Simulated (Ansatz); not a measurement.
# C2H5AlBN: a ladder of functionals and wavefunction methods

The task here is to estimate one member of a computed series from the others.

Program: Ansatz 0.2.0, Gaussian basis. Level of theory: functionals in def2-TZVPP, the program's frozen cores in correlated methods. These are calculated values, not measurements.

Levels to be run: LDA (SPW92), PBE-D4, revPBE-D4, BLYP-D4, r2SCAN-D4, B97M-V, PBE0-D4, B3LYP-D4, r2SCANh-D4, r2SCAN0-D4, HSE06-D4, BHLYP-D4, CAM-B3LYP-D4, LC-ωPBE, ωB97X-V, ωB97M-V, B2PLYP, PBE-QIDH; CCSD(T)/def2-SVP; CCSD(T)/def2-TZVPP; MP2/def2-QZVPP; extrapolation to the limit; RPA on PBE.

## The relaxed structure

The geometry comes from an earlier relaxation with PBE0-D4 in a triple-zeta def2 set; it is a stationary point, not always the lowest conformer.

SMILES `B[C]1=C[NH][AlH]1`, 10 atoms, charge 0, spin multiplicity 1.

Atoms are counted from 1 here; the program's logs count them from 0.

Bond lengths: B1–C2 1.492 Å, B1–H6 1.207 Å, B1–H7 1.201 Å, C2–C3 1.391 Å, C2–Al5 1.916 Å, C3–N4 1.360 Å, C3–H8 1.094 Å, N4–Al5 1.853 Å, N4–H9 1.004 Å, Al5–H10 1.581 Å. Angles: C2–B1–H6 119.4°, C2–B1–H7 122.5°, H6–B1–H7 118.1°, B1–C2–C3 124.0°, B1–C2–Al5 153.2°, C3–C2–Al5 82.9°, C2–C3–N4 115.0°, C2–C3–H8 124.7°, N4–C3–H8 120.3°, C3–N4–Al5 86.1°, C3–N4–H9 120.5°, Al5–N4–H9 153.4°, C2–Al5–N4 76.0°, C2–Al5–H10 154.4°, N4–Al5–H10 129.6°.

The first run:

Contents of in.yaml:

```yaml
crystal:
  periodic: [false, false, false]
  atoms:
    - {symbol: B, position_ang: [-1.252953, 0.576705, -1.418728]}
    - {symbol: C, position_ang: [-0.143840, 0.242758, -0.478825]}
    - {symbol: C, position_ang: [-0.314965, -0.471342, 0.702286]}
    - {symbol: N, position_ang: [0.820923, -0.673500, 1.422806]}
    - {symbol: Al, position_ang: [1.688532, 0.264922, 0.080548]}
    - {symbol: H, position_ang: [-2.375732, 0.216992, -1.161741]}
    - {symbol: H, position_ang: [-1.076156, 1.195375, -2.432568]}
    - {symbol: H, position_ang: [-1.273045, -0.859195, 1.061672]}
    - {symbol: H, position_ang: [0.791983, -1.179364, 2.289737]}
    - {symbol: H, position_ang: [3.218352, 0.635547, -0.062188]}
basis:
  gaussian: {orbitals: def2-TZVPP}
hamiltonian: {xc: lda}
output: {orbitals: {seedname: orbitals}}
```

Steps of the session up to this table: LDA; PBE-D4 (GGA); revPBE-D4 (GGA); BLYP-D4 (GGA); r2SCAN-D4 (meta-GGA); B97M-V (meta-GGA); PBE0-D4 (hybrid); B3LYP-D4 (hybrid); r2SCANh-D4 (hybrid); r2SCAN0-D4 (hybrid); HSE06-D4 (hybrid); BHLYP-D4 (hybrid); CAM-B3LYP-D4 (range-separated); LC-ωPBE (range-separated); ωB97X-V (range-separated); ωB97M-V (range-separated); B2PLYP (double hybrid); PBE-QIDH (double hybrid).

One table of the session follows, with a row left open; its other results are not shown here.

It belongs to the step «Orbital energies across the functionals». 

| functional | HOMO (eV) | LUMO (eV) | gap (eV) |
| --- | --- | --- | --- |
| LDA (SPW92) | ? | ? | ? |
| PBE-D4 | -5.43 | -2.50 | 2.93 |
| revPBE-D4 | -5.35 | -2.39 | 2.96 |
| BLYP-D4 | -5.24 | -2.37 | 2.87 |
| r2SCAN-D4 | -5.56 | -2.21 | 3.35 |
| B97M-V | -5.58 | -2.29 | 3.29 |
| PBE0-D4 | -6.36 | -1.61 | 4.75 |
| B3LYP-D4 | -6.15 | -1.83 | 4.31 |
| r2SCANh-D4 | -5.92 | -1.89 | 4.03 |
| r2SCAN0-D4 | -6.47 | -1.44 | 5.03 |
| HSE06-D4 | -5.97 | -1.99 | 3.99 |
| BHLYP-D4 | -7.15 | -0.71 | 6.44 |
| CAM-B3LYP-D4 | -7.54 | -0.62 | 6.91 |
| LC-ωPBE | -8.80 | 0.49 | 9.29 |
| ωB97X-V | -8.47 | 0.39 | 8.86 |
| ωB97M-V | -8.42 | 0.13 | 8.55 |

Q: Estimate the row for LDA (SPW92) from the others.

The run gave: HOMO (eV): -5.65; LUMO (eV): -2.76; gap (eV): 2.88. In the column «HOMO (eV)» it lies between r2SCANh-D4 (-5.92) and B97M-V (-5.58).
